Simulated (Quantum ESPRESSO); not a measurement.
# W (Im-3m) in Quantum ESPRESSO: phonons and electron-phonon coupling with PBE

Aim: the phonons and electron-phonon coupling of W with PBE.

Everything below comes from runs of Quantum ESPRESSO 7.5. Logs are shortened: lines on timing, memory, paths and dates and some standing lists are left out, and cuts for length are marked.

## Step 1: The structure

It takes space group Im-3m (No. 229, cubic). Conventional cell: a = 3.165 Å, b = 3.165 Å, c = 3.165 Å, α = 90.00°, β = 90.00°, γ = 90.00°. W (site symmetry m-3m) is surrounded by 8 W at 2.74 Å.

## Step 2: Phonons and electron-phonon coupling, PBE

Contents of pw.in:

```
&CONTROL
  calculation = 'scf'
  prefix = 'pwscf'
  outdir = './tmp'
  pseudo_dir = './pseudo'
  tprnfor = .true.
  tstress = .true.
  disk_io = 'low'
/
&SYSTEM
  ibrav = 0
  nat = 1
  ntyp = 1
  ecutwfc = 56
  ecutrho = 448
  nbnd = 13
  occupations = 'smearing'
  smearing = 'mp'
  degauss = 0.01999163
/
&ELECTRONS
  conv_thr = 2d-10
  electron_maxstep = 120
  mixing_beta = 0.5
/
ATOMIC_SPECIES
W    183.8400 w_pbe_v1.2.uspp.F.UPF
CELL_PARAMETERS angstrom
  -1.5825000000    1.5825000000    1.5825000000
   1.5825000000   -1.5825000000    1.5825000000
   1.5825000000    1.5825000000   -1.5825000000
ATOMIC_POSITIONS crystal
W      0.0000000000    0.0000000000    0.0000000000
K_POINTS automatic
12 12 12 0 0 0
```

Contents of scf2.in:

```
&CONTROL
  calculation = 'scf'
  prefix = 'pwscf'
  outdir = './tmp'
  pseudo_dir = './pseudo'
  tprnfor = .true.
  tstress = .true.
  disk_io = 'low'
/
&SYSTEM
  ibrav = 0
  nat = 1
  ntyp = 1
  ecutwfc = 56
  ecutrho = 448
  nbnd = 13
  occupations = 'smearing'
  smearing = 'mp'
  degauss = 0.01999163
/
&ELECTRONS
  conv_thr = 1d-13
  electron_maxstep = 120
  mixing_beta = 0.5
  startingpot = 'file'
  startingwfc = 'file'
/
ATOMIC_SPECIES
W    183.8400 w_pbe_v1.2.uspp.F.UPF
CELL_PARAMETERS angstrom
  -1.5825000000    1.5825000000    1.5825000000
   1.5825000000   -1.5825000000    1.5825000000
   1.5825000000    1.5825000000   -1.5825000000
ATOMIC_POSITIONS crystal
W      0.0000000000    0.0000000000    0.0000000000
K_POINTS automatic
12 12 12 0 0 0
```

Contents of dense.in:

```
&CONTROL
  calculation = 'scf'
  prefix = 'pwscf'
  outdir = './tmp'
  pseudo_dir = './pseudo'
  tprnfor = .true.
  tstress = .true.
  disk_io = 'low'
/
&SYSTEM
  ibrav = 0
  nat = 1
  ntyp = 1
  ecutwfc = 56
  ecutrho = 448
  nbnd = 13
  occupations = 'smearing'
  smearing = 'mp'
  degauss = 0.01999163
  la2F = .true.
/
&ELECTRONS
  conv_thr = 1d-12
  electron_maxstep = 120
  mixing_beta = 0.5
  startingpot = 'file'
/
ATOMIC_SPECIES
W    183.8400 w_pbe_v1.2.uspp.F.UPF
CELL_PARAMETERS angstrom
  -1.5825000000    1.5825000000    1.5825000000
   1.5825000000   -1.5825000000    1.5825000000
   1.5825000000    1.5825000000   -1.5825000000
ATOMIC_POSITIONS crystal
W      0.0000000000    0.0000000000    0.0000000000
K_POINTS automatic
36 36 36 0 0 0
```

Contents of scf3.in:

```
&CONTROL
  calculation = 'scf'
  prefix = 'pwscf'
  outdir = './tmp'
  pseudo_dir = './pseudo'
  tprnfor = .true.
  tstress = .true.
  disk_io = 'low'
/
&SYSTEM
  ibrav = 0
  nat = 1
  ntyp = 1
  ecutwfc = 56
  ecutrho = 448
  nbnd = 13
  occupations = 'smearing'
  smearing = 'mp'
  degauss = 0.01999163
/
&ELECTRONS
  conv_thr = 1d-12
  electron_maxstep = 120
  mixing_beta = 0.5
  startingpot = 'file'
/
ATOMIC_SPECIES
W    183.8400 w_pbe_v1.2.uspp.F.UPF
CELL_PARAMETERS angstrom
  -1.5825000000    1.5825000000    1.5825000000
   1.5825000000   -1.5825000000    1.5825000000
   1.5825000000    1.5825000000   -1.5825000000
ATOMIC_POSITIONS crystal
W      0.0000000000    0.0000000000    0.0000000000
K_POINTS automatic
12 12 12 0 0 0
```

Contents of ph.in:

```
phonon_bands of W
&INPUTPH
  prefix = 'pwscf'
  outdir = './tmp'
  tr2_ph = 1d-18
  fildyn = 'dyn'
  niter_ph = 90
  alpha_mix(1) = 0.4
  ldisp = .true.
  nq1 = 4
  nq2 = 4
  nq3 = 4
  electron_phonon = 'interpolated'
  el_ph_sigma = 0.005
  el_ph_nsigma = 10
  fildvscf = 'dvscf'
/
```

Contents of q2r.in:

```
&INPUT
  fildyn = 'dyn'
  zasr = 'crystal'
  flfrc = 'fc'
  la2F = .true.
/
```

Contents of matdyn.in:

```
&INPUT
  asr = 'crystal'
  flfrc = 'fc'
  flfrq = 'freq'
  q_in_cryst_coord = .true.
  flvec = ' '
/
80
 0.0000000000  0.0000000000  0.0000000000
 0.0312500000 -0.0312500000  0.0312500000
 0.0625000000 -0.0625000000  0.0625000000
 0.0937500000 -0.0937500000  0.0937500000
 0.1250000000 -0.1250000000  0.1250000000
 0.1562500000 -0.1562500000  0.1562500000
 0.1875000000 -0.1875000000  0.1875000000
 0.2187500000 -0.2187500000  0.2187500000
 0.2500000000 -0.2500000000  0.2500000000
 0.2812500000 -0.2812500000  0.2812500000
 0.3125000000 -0.3125000000  0.3125000000
 0.3437500000 -0.3437500000  0.3437500000
 0.3750000000 -0.3750000000  0.3750000000
 0.4062500000 -0.4062500000  0.4062500000
 0.4375000000 -0.4375000000  0.4375000000
 0.4687500000 -0.4687500000  0.4687500000
 0.5000000000 -0.5000000000  0.5000000000
 0.4545454545 -0.4545454545  0.5000000000
 0.4090909091 -0.4090909091  0.5000000000
 0.3636363636 -0.3636363636  0.5000000000
 0.3181818182 -0.3181818182  0.5000000000
 0.2727272727 -0.2727272727  0.5000000000
 0.2272727273 -0.2272727273  0.5000000000
 0.1818181818 -0.1818181818  0.5000000000
 0.1363636364 -0.1363636364  0.5000000000
 0.0909090909 -0.0909090909  0.5000000000
 0.0454545455 -0.0454545455  0.5000000000
 0.0000000000  0.0000000000  0.5000000000
 0.0000000000  0.0000000000  0.4583333333
 0.0000000000  0.0000000000  0.4166666667
 0.0000000000  0.0000000000  0.3750000000
 0.0000000000  0.0000000000  0.3333333333
 0.0000000000  0.0000000000  0.2916666667
 0.0000000000  0.0000000000  0.2500000000
 0.0000000000  0.0000000000  0.2083333333
 0.0000000000  0.0000000000  0.1666666667
 0.0000000000  0.0000000000  0.1250000000
 0.0000000000  0.0000000000  0.0833333333
 0.0000000000  0.0000000000  0.0416666667
 0.0000000000  0.0000000000  0.0000000000
 0.0166666667  0.0166666667  0.0166666667
 0.0333333333  0.0333333333  0.0333333333
 0.0500000000  0.0500000000  0.0500000000
 0.0666666667  0.0666666667  0.0666666667
 0.0833333333  0.0833333333  0.0833333333
 0.1000000000  0.1000000000  0.1000000000
 0.1166666667  0.1166666667  0.1166666667
 0.1333333333  0.1333333333  0.1333333333
 0.1500000000  0.1500000000  0.1500000000
 0.1666666667  0.1666666667  0.1666666667
 0.1833333333  0.1833333333  0.1833333333
 0.2000000000  0.2000000000  0.2000000000
 0.2166666667  0.2166666667  0.2166666667
 0.2333333333  0.2333333333  0.2333333333
 0.2500000000  0.2500000000  0.2500000000
 0.2666666667  0.2000000000  0.2666666667
 0.2833333333  0.1500000000  0.2833333333
 0.3000000000  0.1000000000  0.3000000000
 0.3166666667  0.0500000000  0.3166666667
 0.3333333333  0.0000000000  0.3333333333
 0.3500000000 -0.0500000000  0.3500000000
 0.3666666667 -0.1000000000  0.3666666667
 0.3833333333 -0.1500000000  0.3833333333
 0.4000000000 -0.2000000000  0.4000000000
 0.4166666667 -0.2500000000  0.4166666667
 0.4333333333 -0.3000000000  0.4333333333
 0.4500000000 -0.3500000000  0.4500000000
 0.4666666667 -0.4000000000  0.4666666667
 0.4833333333 -0.4500000000  0.4833333333
 0.5000000000 -0.5000000000  0.5000000000
 0.2500000000  0.2500000000  0.2500000000
 0.2222222222  0.2222222222  0.2777777778
 0.1944444444  0.1944444444  0.3055555556
 0.1666666667  0.1666666667  0.3333333333
 0.1388888889  0.1388888889  0.3611111111
 0.1111111111  0.1111111111  0.3888888889
 0.0833333333  0.0833333333  0.4166666667
 0.0555555556  0.0555555556  0.4444444444
 0.0277777778  0.0277777778  0.4722222222
 0.0000000000  0.0000000000  0.5000000000
```

Contents of matdyn_dos.in:

```
&INPUT
  asr = 'crystal'
  flfrc = 'fc'
  dos = .true.
  fldos = 'phdos'
  nk1 = 18
  nk2 = 18
  nk3 = 18
  deltaE = 1
  flvec = ' '
  flfrq = ' '
/
```

Contents of matdyn_a2f.in:

```
&INPUT
  asr = 'crystal'
  flfrc = 'fc'
  la2F = .true.
  dos = .true.
  fldos = 'dos2'
  nk1 = 14
  nk2 = 14
  nk3 = 14
  ndos = 60
  el_ph_nsigma = 10
  flfrq = 'dosfreq2'
  flvec = ' '
/
```

Contents of matdyn_mesh.in:

```
&INPUT
  asr = 'crystal'
  flfrc = 'fc'
  flfrq = 'mesh'
  q_in_cryst_coord = .true.
  flvec = ' '
/
1000
 0.05000000  0.05000000  0.05000000
 0.05000000  0.05000000  0.15000000
 0.05000000  0.05000000  0.25000000
[... 997 further points of the even 10 x 10 x 10 mesh, shifted by half a step ...]
```

Potentials or basis: GBRV 1.5 PBE.

On the command line:

```
> OMP_NUM_THREADS=1 mpirun -n 4 pw.x -nk 4 -in pw.in > pw.out
> OMP_NUM_THREADS=1 mpirun -n 4 pw.x -nk 4 -in scf2.in > scf2.out
> OMP_NUM_THREADS=1 mpirun -n 4 pw.x -nk 4 -in dense.in > dense.out
> OMP_NUM_THREADS=1 mpirun -n 4 pw.x -nk 4 -in scf3.in > scf3.out
> OMP_NUM_THREADS=1 mpirun -n 4 ph.x -nk 4 -in ph.in > ph.out
> OMP_NUM_THREADS=1 mpirun -n 1 q2r.x -in q2r.in > q2r.out
> OMP_NUM_THREADS=1 mpirun -n 1 matdyn.x -in matdyn.in > matdyn.out
> OMP_NUM_THREADS=1 mpirun -n 1 matdyn.x -in matdyn_dos.in > matdyn_dos.out
> OMP_NUM_THREADS=1 mpirun -n 1 matdyn.x -in matdyn_a2f.in > matdyn_a2f.out
> OMP_NUM_THREADS=1 mpirun -n 1 matdyn.x -in matdyn_mesh.in > matdyn_mesh.out
```

pw.out:

```text
This program is part of the open-source Quantum ESPRESSO suite
     for quantum simulation of materials; please cite
[... 6 lines left out ...]
     using ibrav=0 with symmetry is DISCOURAGED, use correct ibrav instead

     K-points division:     npool     =       4
     Subspace diagonalization in iterative solution of the eigenvalue problem:
     a serial algorithm will be used

     G-vector sticks info
     --------------------
     sticks:   dense  smooth     PW     G-vecs:    dense   smooth      PW
     Sum         905     451    173                17117     6051    1481

     Using Slab Decomposition

     bravais-lattice index     =            0
     lattice parameter (alat)  =       5.1797  a.u.
     unit-cell volume          =     106.9763 (a.u.)^3
     number of atoms/cell      =            1
     number of atomic types    =            1
     number of electrons       =        14.00
     number of Kohn-Sham states=           13
     kinetic-energy cutoff     =      56.0000  Ry
     charge density cutoff     =     448.0000  Ry
     scf convergence threshold =      2.0E-10
     mixing beta               =       0.5000
     number of iterations used =            8  plain     mixing
     Exchange-correlation= SLA  PW   PBE  PBE
                           (   1   4   3   4   0   0   0)

     celldm(1)=   5.179683  celldm(2)=   0.000000  celldm(3)=   0.000000
     celldm(4)=   0.000000  celldm(5)=   0.000000  celldm(6)=   0.000000

     crystal axes: (cart. coord. in units of alat)
               a(1) = (  -0.577350   0.577350   0.577350 )
               a(2) = (   0.577350  -0.577350   0.577350 )
               a(3) = (   0.577350   0.577350  -0.577350 )

     reciprocal axes: (cart. coord. in units 2 pi/alat)
               b(1) = ( -0.000000  0.866025  0.866025 )
               b(2) = (  0.866025 -0.000000  0.866025 )
               b(3) = (  0.866025  0.866025  0.000000 )

     PseudoPot. # 1 for W  read from file:
     w_pbe_v1.2.uspp.F.UPF
     Pseudo is Ultrasoft + core correction, Zval = 14.0
     Generated by new atomic code, or converted to UPF format
     Using radial grid of  923 points,  8 beta functions with:
                l(1) =   0
                l(2) =   0
                l(3) =   0
                l(4) =   1
                l(5) =   1
                l(6) =   2
                l(7) =   2
                l(8) =   3
     Q(r) pseudized with  6 coefficients,  rinner =    1.350   1.350   1.350
                                                       1.350   1.350   1.350
                                                       1.350

     atomic species   valence    mass     pseudopotential
     W                14.00   183.84000     W ( 1.00)

     48 Sym. Ops., with inversion, found

   Cartesian axes

     site n.     atom                  positions (alat units)
         1        W      tau(   1) = (   0.0000000   0.0000000   0.0000000  )

     number of k points=    72  Methfessel-Paxton smearing, width (Ry)=  0.0200
                       cart. coord. in units 2pi/alat
        k(    1) = (   0.0000000   0.0000000   0.0000000), wk =   0.0011574
        k(    2) = (   0.0721688   0.0721688   0.0000000), wk =   0.0138889
        k(    3) = (   0.1443376   0.1443376   0.0000000), wk =   0.0138889
        k(    4) = (   0.2165064   0.2165064   0.0000000), wk =   0.0138889
        k(    5) = (   0.2886751   0.2886751   0.0000000), wk =   0.0138889
        k(    6) = (   0.3608439   0.3608439   0.0000000), wk =   0.0138889
[... 64 lines left out ...]
        k(   71) = (  -0.8660254  -0.0721688  -0.0721688), wk =   0.0138889
        k(   72) = (  -0.8660254  -0.8660254  -0.8660254), wk =   0.0011574

     Dense  grid:    17117 G-vectors     FFT dimensions: (  36,  36,  36)

     Smooth grid:     6051 G-vectors     FFT dimensions: (  25,  25,  25)

     Initial potential from superposition of free atoms

     starting charge      13.8997, renormalised to      14.0000

     negative rho (up, down):  6.256E-02 0.000E+00
     Starting wfcs are   13 randomized atomic wfcs

     Self-consistent Calculation

     iteration #  1     ecut=    56.00 Ry     beta= 0.50
     Davidson diagonalization with overlap
     ethr =  1.00E-02,  avg # of iterations =  3.4

     Threshold (ethr) on eigenvalues was too large:
     Diagonalizing with lowered threshold

     Davidson diagonalization with overlap
     ethr =  3.95E-04,  avg # of iterations =  1.0

     negative rho (up, down):  6.462E-02 0.000E+00

     total energy              =    -159.13661363 Ry
     estimated scf accuracy    <       0.05654903 Ry

     iteration #  2     ecut=    56.00 Ry     beta= 0.50
     Davidson diagonalization with overlap
     ethr =  4.04E-04,  avg # of iterations =  1.9

     negative rho (up, down):  6.668E-02 0.000E+00

     total energy              =    -159.14225245 Ry
     estimated scf accuracy    <       0.00327365 Ry

     iteration #  3     ecut=    56.00 Ry     beta= 0.50
     Davidson diagonalization with overlap
     ethr =  2.34E-05,  avg # of iterations =  1.9
[... 24 lines left out ...]
     iteration #  6     ecut=    56.00 Ry     beta= 0.50
     Davidson diagonalization with overlap
     ethr =  8.42E-10,  avg # of iterations =  2.3

     negative rho (up, down):  6.754E-02 0.000E+00

     total energy              =    -159.14261663 Ry
     estimated scf accuracy    <       0.00000008 Ry

     iteration #  7     ecut=    56.00 Ry     beta= 0.50
     Davidson diagonalization with overlap
     ethr =  5.96E-10,  avg # of iterations =  2.0

     negative rho (up, down):  6.754E-02 0.000E+00

     End of self-consistent calculation

          k = 0.0000 0.0000 0.0000 (   767 PWs)   bands (ev):

   -51.5146 -15.0805 -15.0805 -15.0805  13.0283  21.4422  21.4422  21.4422
    24.9300  24.9300  37.1753  37.1753  37.1753

          k = 0.0722 0.0722 0.0000 (   744 PWs)   bands (ev):

   -51.5057 -15.1736 -15.1096 -15.0810  13.3619  21.2421  21.3911  21.7675
    24.6296  24.9346  37.4497  37.7380  37.9666

          k = 0.1443 0.1443 0.0000 (   754 PWs)   bands (ev):

   -51.4813 -15.4222 -15.1881 -15.0822  14.2741  20.7387  21.1391  22.7183
    24.2339  24.9802  37.9105  39.3216  39.4994

          k = 0.2165 0.2165 0.0000 (   764 PWs)   bands (ev):

   -51.4478 -15.7496 -15.2936 -15.0840  15.4469  20.1309  20.8224  24.2140
    24.3072  25.1257  37.4049  39.1631  41.6985
[... 328 lines left out ...]
   -51.2944 -15.9797 -15.9191 -15.9191  17.1910  17.3440  25.8299  25.8299
    27.1987  29.0838  33.6466  33.6466  40.4305

          k =-0.8660-0.0722-0.0722 (   756 PWs)   bands (ev):

   -51.2875 -16.0076 -15.9498 -15.9245  17.0340  17.0897  26.3027  26.4187
    27.8994  30.8619  31.5753  32.4050  40.0434

          k =-0.8660-0.8660-0.8660 (   736 PWs)   bands (ev):

   -51.2808 -15.9808 -15.9808 -15.9808  16.8392  16.8392  27.8381  27.8381
    27.8381  30.9089  30.9089  30.9089  38.7998

     the Fermi energy is    22.5963 ev

!    total energy              =    -159.14261665 Ry
     estimated scf accuracy    <          3.2E-11 Ry
     smearing contrib. (-TS)   =      -0.00009317 Ry
     internal energy E=F+TS    =    -159.14252348 Ry

     The total energy is F=E-TS. E is the sum of the following terms:
     one-electron contribution =     -14.26990093 Ry
     hartree contribution      =      15.65212067 Ry
     xc contribution           =     -41.26512751 Ry
     ewald contribution        =    -119.25961570 Ry

     convergence has been achieved in   7 iterations

     negative rho (up, down):  6.754E-02 0.000E+00

     Forces acting on atoms (cartesian axes, Ry/au):

     atom    1 type  1   force =     0.00000000    0.00000000    0.00000000

     Total force =     0.000000     Total SCF correction =     0.000000

     Computing stress (Cartesian axis) and pressure

     negative rho (up, down):  6.754E-02 0.000E+00
          total   stress  (Ry/bohr**3)                   (kbar)     P=       59.25
   0.00040280   0.00000000   0.00000000           59.25        0.00        0.00
   0.00000000   0.00040280   0.00000000            0.00       59.25        0.00
   0.00000000   0.00000000   0.00040280            0.00        0.00       59.25

=------------------------------------------------------------------------------=
   JOB DONE.
=------------------------------------------------------------------------------=
```

It took 20 min on 4 MPI ranks of Intel Xeon Platinum 8259CL at 2.50GHz (Skylake/Cascade Lake), shared host; peak memory 0.52 GiB.

Results:

- Free energy: -2165.2456 eV
- Pressure: 5.9 GPa
- Band gap on the k mesh: none (metal or under the smearing width)
- Highest phonon frequency: 228 cm⁻¹
- Zero-point energy: 0.030 eV/atom

Phonon frequencies in cm⁻¹ (negative: imaginary):
```
               q point  frequencies
 (0.000, 0.000, 0.000)        0 0 0
(0.219, -0.219, 0.219)  119 119 186
(0.438, -0.438, 0.438)  181 181 197
(0.273, -0.273, 0.500)  161 193 205
 (0.000, 0.000, 0.458)  127 149 226
 (0.000, 0.000, 0.167)    70 74 118
 (0.050, 0.050, 0.050)     55 55 89
 (0.167, 0.167, 0.167)  160 160 189
 (0.283, 0.150, 0.283)  169 185 185
(0.400, -0.200, 0.400)  183 193 193
 (0.250, 0.250, 0.250)  179 179 179
 (0.056, 0.056, 0.444)  138 153 223
```

Phonon frequencies at the corners of the path (cm⁻¹, interpolated; i marks imaginary ones):
```csv
point,frequencies
Γ,0 0 0
H,186 186 186
N,127 150 228
P,179 179 179
```

Phonon states per cell in windows of 10 cm⁻¹ (negative: imaginary):
| from (cm⁻¹) | total |
| --- | --- |
| 0 | 0.00 |
| 10 | 0.00 |
| 20 | 0.00 |
| 30 | 0.00 |
| 40 | 0.01 |
| 50 | 0.01 |
| 60 | 0.02 |
| 70 | 0.03 |
| 80 | 0.04 |
| 90 | 0.05 |
| 100 | 0.07 |
| 110 | 0.10 |
| 120 | 0.16 |
| 130 | 0.23 |
| 140 | 0.27 |
| 150 | 0.34 |
| 160 | 0.36 |
| 170 | 0.28 |
| 180 | 0.23 |
| 190 | 0.19 |
| 200 | 0.29 |
| 210 | 0.27 |
| 220 | 0.05 |

Harmonic thermodynamics per atom at this volume (zero-point energy 30.2 meV, Debye temperature from the second moment 310 K):
```tsv
T (K)	free energy (meV)	entropy (k_B)	heat capacity Cv (k_B)
50	30.0	0.25	0.71
100	27.0	1.16	1.93
200	9.5	2.80	2.67
298.15	-19.1	3.90	2.84
500	-101.0	5.40	2.94
800	-260.1	6.80	2.98
```

Electron-phonon coupling by broadening of the double delta (levels on a 36 × 36 × 36 mesh):
```csv
broadening (eV),λ,N(E_F) (states/eV a spin and cell),ω_log (K),"Tc, μ* 0.10 (K)","Tc, μ* 0.13 (K)"
0.07,0.46,0.207,220,1.9,1.1
0.14,0.37,0.232,225,0.6,0.2
0.20,0.33,0.235,225,0.2,0.1
0.27,0.31,0.234,224,0.1,0.0
0.34,0.30,0.234,224,0.1,0.0
0.41,0.30,0.235,224,0.1,0.0
0.48,0.30,0.237,225,0.1,0.0
0.54,0.30,0.239,225,0.1,0.0
0.61,0.31,0.242,225,0.1,0.0
0.68,0.31,0.245,225,0.2,0.0
```

The same from a weighted sum over the computed q points, without interpolation:
| broadening (eV) | λ | ω_log (K) | Tc, μ* 0.10 (K) | Tc, μ* 0.13 (K) |
| --- | --- | --- | --- | --- |
| 0.07 | 0.48 | 212 | 2.2 | 1.3 |
| 0.14 | 0.39 | 214 | 0.8 | 0.3 |
| 0.20 | 0.34 | 216 | 0.3 | 0.1 |
| 0.27 | 0.32 | 216 | 0.2 | 0.0 |
| 0.34 | 0.31 | 217 | 0.2 | 0.0 |
| 0.41 | 0.31 | 218 | 0.2 | 0.0 |
| 0.48 | 0.31 | 219 | 0.2 | 0.0 |
| 0.54 | 0.31 | 220 | 0.2 | 0.0 |
| 0.61 | 0.32 | 221 | 0.2 | 0.0 |
| 0.68 | 0.32 | 222 | 0.2 | 0.0 |

Eliashberg function at a broadening of 0.27 eV:
```csv
cm⁻¹,α²F
6,0.000
17,0.000
29,0.000
41,-0.001
52,-0.001
64,-0.001
75,-0.001
87,0.001
98,0.010
110,0.031
122,0.117
133,0.347
145,0.341
156,0.320
168,0.263
179,0.197
191,0.114
203,0.164
214,0.184
226,0.013
```

Coupling and linewidth of each mode at the computed q points (broadening 0.27 eV):
```csv
q,cm⁻¹,λ of the modes,linewidths (GHz)
"(0.00, 0.00, 0.25)",101 102 165,0.09 0.06 0.08,3 2 6
"(0.00, 0.00, -0.50)",127 150 228,0.74 0.06 0.08,33 4 11
"(0.00, 0.25, 0.25)",152 171 201,0.08 0.05 0.05,5 4 6
"(0.25, 0.25, 0.25)",179 179 179,0.07 0.07 0.07,6 6 6
"(0.25, 0.25, -0.25)",130 130 201,0.17 0.17 0.13,8 8 14
"(0.25, -0.50, -0.50)",158 192 208,0.27 0.08 0.04,18 8 4
"(-0.50, -0.50, -0.50)",186 186 186,0.15 0.18 0.17,14 17 16
```

Caveat: λ from interpolated matrix elements is rough: modes that symmetry makes equal can differ by tens of percent.
